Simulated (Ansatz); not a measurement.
**C₃H₆BI: up Jacob's ladder to CCSD(T)**

How much do the methods differ for C₃H₆BI? The plan is to run it at one geometry with functionals of several rungs and with coupled cluster. The yardstick is the atomisation energy at the CCSD(T) limit.

Program: Ansatz 0.2.0, Gaussian basis. Level of theory: functionals in def2-TZVPP, the program's frozen cores in correlated methods. These are calculated values, not measurements.

Levels to be run: LDA (SPW92), PBE-D4, revPBE-D4, BLYP-D4, r2SCAN-D4, B97M-V, PBE0-D4, B3LYP-D4, r2SCANh-D4, r2SCAN0-D4, HSE06-D4, BHLYP-D4, CAM-B3LYP-D4, LC-ωPBE, ωB97X-V, ωB97M-V, B2PLYP, PBE-QIDH; CCSD(T)/def2-SVP; CCSD(T)/def2-TZVPP; MP2/def2-QZVPP; extrapolation to the limit; RPA on PBE.

## Step 1: Structure used throughout

All runs share one geometry, relaxed beforehand with PBE0-D4 in a triple-zeta def2 set. I takes the def2 core potential; no spin-orbit term is included.

11 atoms, charge 0, spin multiplicity 1.

Atoms are counted from 1 here; the program's logs count them from 0.

Bond lengths: C1–C2 1.336 Å, C1–H6 1.086 Å, C1–H7 1.086 Å, C2–B3 1.542 Å, C2–H8 1.090 Å, B3–C4 1.557 Å, B3–H9 1.198 Å, C4–I5 2.169 Å, C4–H10 1.086 Å, C4–H11 1.087 Å. Angles: C2–C1–H6 120.8°, C2–C1–H7 122.8°, H6–C1–H7 116.5°, C1–C2–B3 121.4°, C1–C2–H8 117.7°, B3–C2–H8 120.8°, C2–B3–C4 122.0°, C2–B3–H9 119.7°, C4–B3–H9 118.3°, B3–C4–I5 90.1°, B3–C4–H10 119.3°, B3–C4–H11 119.3°, I5–C4–H10 105.3°, I5–C4–H11 105.6°, H10–C4–H11 112.2°.

## Step 2: LDA

This LDA is Slater exchange with PW92 correlation.

File in.yaml:

```yaml
crystal:
  periodic: [false, false, false]
  atoms:
    - {symbol: C, position_ang: [-1.728181, -0.666518, 1.004317]}
    - {symbol: C, position_ang: [-0.699184, -0.665480, 0.152937]}
    - {symbol: B, position_ang: [0.366715, 0.449104, 0.181851]}
    - {symbol: C, position_ang: [1.665625, 0.369914, -0.673348]}
    - {symbol: I, position_ang: [0.701717, 1.503858, -2.251881]}
    - {symbol: H, position_ang: [-1.867725, 0.149097, 1.708039]}
    - {symbol: H, position_ang: [-2.461344, -1.467456, 1.040180]}
    - {symbol: H, position_ang: [-0.607946, -1.507141, -0.534024]}
    - {symbol: H, position_ang: [0.217519, 1.395205, 0.902035]}
    - {symbol: H, position_ang: [2.529915, 0.960042, -0.384140]}
    - {symbol: H, position_ang: [1.948389, -0.577724, -1.125364]}
basis:
  gaussian: {orbitals: def2-TZVPP}
hamiltonian: {xc: lda}
output: {orbitals: {seedname: orbitals}}
```

On the command line:

```bash
> ansatz run in.yaml --threads 4 --pin off --events-out ev --progress --plain --max-ram 10444MiB
```

The runs that follow: PBE-D4 (GGA); revPBE-D4 (GGA); BLYP-D4 (GGA); r2SCAN-D4 (meta-GGA); B97M-V (meta-GGA); PBE0-D4 (hybrid); B3LYP-D4 (hybrid); r2SCANh-D4 (hybrid); r2SCAN0-D4 (hybrid); HSE06-D4 (hybrid); BHLYP-D4 (hybrid); CAM-B3LYP-D4 (range-separated); LC-ωPBE (range-separated); ωB97X-V (range-separated); ωB97M-V (range-separated); B2PLYP (double hybrid); PBE-QIDH (double hybrid); CCSD(T) in def2-SVP; CCSD(T) in def2-TZVPP; MP2 in def2-QZVPP; RPA on PBE orbitals.

Before running them: what should the planned runs give, taken together? Wanted: atomisation energy, CCSD(T)/CBS; farthest beyond LDA; mean size of error, GGA; mean size of error, meta-GGA; mean size of error, hybrid; mean size of error, range-separated; mean size of error, double hybrid; gap, smallest and largest; T1 diagnostic.

**Answer**, as computed:

| quantity | value |
| --- | --- |
| atomisation energy, CCSD(T)/CBS | 4204.3 kJ/mol |
| functionals within 42.0 kJ/mol (1.0 %) | revPBE-D4, BLYP-D4, r2SCAN-D4, B97M-V, B3LYP-D4, r2SCANh-D4, r2SCAN0-D4, CAM-B3LYP-D4, LC-ωPBE, ωB97X-V, ωB97M-V, B2PLYP, PBE-QIDH |
| farthest beyond LDA | PBE-D4 (+108.9 kJ/mol) |
| mean size of error, GGA | 40.0 kJ/mol |
| mean size of error, meta-GGA | 20.4 kJ/mol |
| mean size of error, hybrid | 38.2 kJ/mol |
| mean size of error, range-separated | 11.5 kJ/mol |
| mean size of error, double hybrid | 20.1 kJ/mol |
| gap, smallest and largest | 3.63 eV (LDA (SPW92)), 10.36 eV (LC-ωPBE) |
| T1 diagnostic | 0.0106 |
| triples share of the correlation energy | 3.5 % |

**Reading.** The LDA atomisation energy is off by 588.2 kJ/mol (14 %): it overbinds. PBE-D4 is off by +108.9 kJ/mol. Double hybrids carry the basis error of their MP2 part in triple zeta, and no dispersion term here, so their miss is partly the set-up's. The rungs range-separated, double hybrid, meta-GGA, hybrid, GGA miss on average by less than the doubt on the reference (42.0 kJ/mol), so they tie. The reference freezes the cores and leaves out spin-orbit coupling and excitations past (T), and its outer-core shells are covered unevenly, so misses under about 42.0 kJ/mol can't be ranked. All levels share the lack of spin-orbit coupling, which lowers the free heavy atoms and so the true binding. Hartree-Fock recovers 75 % of the binding; the rest is correlation. CCSD(T) in def2-SVP is off by -186.5 kJ/mol, so the small basis spoils what the method gains. Orbital gaps span 3.6 to 10.4 eV; exact exchange widens them. Correlated methods include outer-core shells of I, which these sets cover unevenly.
